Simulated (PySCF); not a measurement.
**GaCl₂: the energy surface near the minimum**

Aim: map the energy of doublet GaCl₂ about its wB97X minimum, with rigid distortions.

The runs use PySCF 2.14.0; wB97X, basis Ga def2-TZVP, Cl def2-TZVP, no relativity, density fitting.

## Step 1: Where the work starts

3 atoms, charge 0, spin multiplicity 2.

Bond lengths: Ga1–Cl2 2.155 Å, Ga1–Cl3 2.155 Å. Angles: Cl2–Ga1–Cl3 119.2°.

Z-matrix (Å, degrees; charge 0 multiplicity 2):
```
Ga
Cl 1 2.1553
Cl 1 2.1553 2 119.16
```

## Step 2: Breathing scan

One driver script runs all scans and calls PySCF for each point, on a (75, 302) grid.

Command:

```sh
$ OMP_NUM_THREADS=2 python axn.py task.json out
```

A rigid scan with wB97X: all bonds to the central atom are scaled together. Each point starts from its neighbour's orbitals, and energies count from the minimum.

| scale of all bonds to the centre | energy (kJ/mol) | dipole size (D) | ⟨S²⟩ |
| --- | --- | --- | --- |
| 0.88 | 143.4 | 0.50 | 0.75 |
| 0.92 | 55.1 | 0.90 | 0.75 |
| 0.96 | 11.9 | 1.32 | 0.75 |
| 1.00 | 0.0 | 1.74 | 0.75 |
| 1.04 | 9.1 | 2.16 | 0.76 |
| 1.08 | 31.7 | 2.56 | 0.76 |
| 1.14 | 79.8 | 3.09 | 0.76 |
| 1.22 | 152.9 | 3.66 | 0.78 |
| 1.35 | 261.6 | 4.30 | 0.80 |

The scan ran for 33 s (2 threads of Arm Neoverse V2, shared host).

## Step 3: Stretching one bond

A rigid scan with wB97X: the bond from Ga to the last atom (Cl) is scaled and the rest held.

| scale of one bond | energy (kJ/mol) | dipole size (D) | ⟨S²⟩ |
| --- | --- | --- | --- |
| 0.92 | 26.3 | 1.59 | 0.75 |
| 0.96 | 5.7 | 1.60 | 0.75 |
| 1.00 | 0.0 | 1.74 | 0.75 |
| 1.05 | 6.6 | 2.08 | 0.76 |
| 1.12 | 30.2 | 2.64 | 0.76 |
| 1.20 | 65.3 | 3.20 | 0.76 |
| 1.35 | 126.6 | 3.32 | 0.77 |
| 1.55 | 172.5 | 2.05 | 0.77 |
| 1.80 | 192.4 | 1.71 | 0.76 |
| 2.20 | 200.3 | 1.98 | 0.75 |

The scan took 50 s.

## Step 4: Bending curve

A rigid scan with wB97X: the Cl–Ga–Cl angle changes, with bonds held.

| bond angle (°) | energy (kJ/mol) | dipole size (D) | ⟨S²⟩ |
| --- | --- | --- | --- |
| 80 | 107.7 | 3.53 | 0.75 |
| 90 | 47.8 | 3.08 | 0.75 |
| 100 | 17.7 | 2.63 | 0.75 |
| 110 | 3.6 | 2.17 | 0.75 |
| 120 | 0.0 | 1.71 | 0.75 |
| 130 | 4.2 | 1.25 | 0.75 |
| 140 | 14.4 | 0.82 | 0.75 |
| 150 | 28.9 | 0.43 | 0.76 |
| 160 | 45.1 | 0.14 | 0.76 |
| 170 | 58.9 | 0.00 | 0.76 |
| 180 | 64.4 | 0.00 | 0.76 |

The scan took 42 s.

## Step 5: Bend–stretch map

A rigid scan with wB97X: rows scale both bonds, columns set the Cl–Ga–Cl angle.

Energy (kJ/mol):

| scale \ angle | 90 | 105 | 120 | 135 | 150 | 165 | 180 |
| --- | --- | --- | --- | --- | --- | --- | --- |
| 0.94 | 94.3 | 41.7 | 28.7 | 38.6 | 65.0 | 100.7 | 122.4 |
| 0.97 | 61.9 | 17.1 | 6.5 | 16.0 | 39.6 | 69.1 | 85.1 |
| 1.00 | 47.8 | 9.1 | 0.0 | 8.7 | 28.9 | 52.7 | 64.4 |
| 1.03 | 47.3 | 13.4 | 5.3 | 12.5 | 29.3 | 47.9 | 56.6 |
| 1.06 | 56.6 | 26.7 | 19.0 | 24.7 | 38.1 | 52.3 | 58.7 |
| 1.10 | 79.7 | 53.9 | 46.3 | 49.7 | 58.9 | 68.4 | 72.5 |

The map took 2.8 min.

Best bond scale on the grid: 1.03 at 90°, 1.00 at 105°, 1.00 at 120°, 1.00 at 135°, 1.00 at 150°, 1.03 at 165°, 1.03 at 180°.

## Step 6: Map over both bonds

A rigid scan with wB97X: rows scale the first bond (Ga–Cl), columns the second (Ga–Cl).

Energy (kJ/mol):

| scale \ scale | 0.94 | 0.97 | 1.00 | 1.04 | 1.09 | 1.15 |
| --- | --- | --- | --- | --- | --- | --- |
| 0.94 | 28.8 | 17.4 | 13.8 | 17.4 | 31.1 | 54.8 |
| 0.97 | 17.4 | 6.5 | 3.1 | 7.1 | 21.2 | 45.1 |
| 1.00 | 13.8 | 3.1 | 0.0 | 4.3 | 18.7 | 42.9 |
| 1.04 | 17.4 | 7.1 | 4.3 | 9.1 | 23.8 | 48.3 |
| 1.09 | 31.1 | 21.2 | 18.7 | 23.8 | 38.8 | 63.6 |
| 1.15 | 54.8 | 45.1 | 42.9 | 48.3 | 63.6 | 88.7 |

The map ran for 2.2 min (2 threads of Arm Neoverse V2, shared host).

## Step 7: Outcome

| quantity | value |
| --- | --- |
| all bonds 4 % longer | 9.1 kJ/mol |
| one bond 20 % longer | 65.3 kJ/mol |
| linear shape, bonds held | 64.4 kJ/mol |

In words: The well is lopsided, 11.9 kJ/mol for 4 % shorter bonds against 9.1 for 4 % longer ones. Held rigid otherwise, the linear shape costs 64 kJ/mol.
